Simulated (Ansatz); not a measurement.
Mg3ZnC:

```xyz
5
Lattice="4.4069 0.0000 0.0000 0.0000 4.4069 0.0000 0.0000 0.0000 4.4069" Properties=species:S:1:pos:R:3 pbc="T T T"
Zn    0.0000    0.0000    0.0000
Mg    2.2035    0.0000    2.2035
Mg    2.2035    2.2035    0.0000
Mg    0.0000    2.2035    2.2035
C     2.2035    2.2035    2.2035
```

The cell comes from a database or a generator and needn't be the stable form of this composition.

Base run:

* Program: Ansatz 0.2.0
* Functional: PBE
* Potentials or basis: Ansatz PAW
* Cutoff: 420 eV
* Density cutoff: 1680 eV
* k mesh: 6 × 6 × 6
* Occupations: fermi-dirac, width 0.05 eV
* Spin: no spin polarisation

Its results: band gap on the k mesh none (metal or under the smearing width); pressure -0.2 GPa.

Task: The run is repeated on the same cell with these changes: dispersion from none to D3(BJ). What comes out?

Result: Band gap on the k mesh none (metal or under the smearing width); pressure -2.9 GPa.

Dispersion adds attraction, which lowers the pressure at fixed volume and, as a term added to the energy, leaves the levels alone.

Caveats: pairwise dispersion overbinds metals, which lowers pressure and volume (some runs).

Not every run made on this cell is shown here.
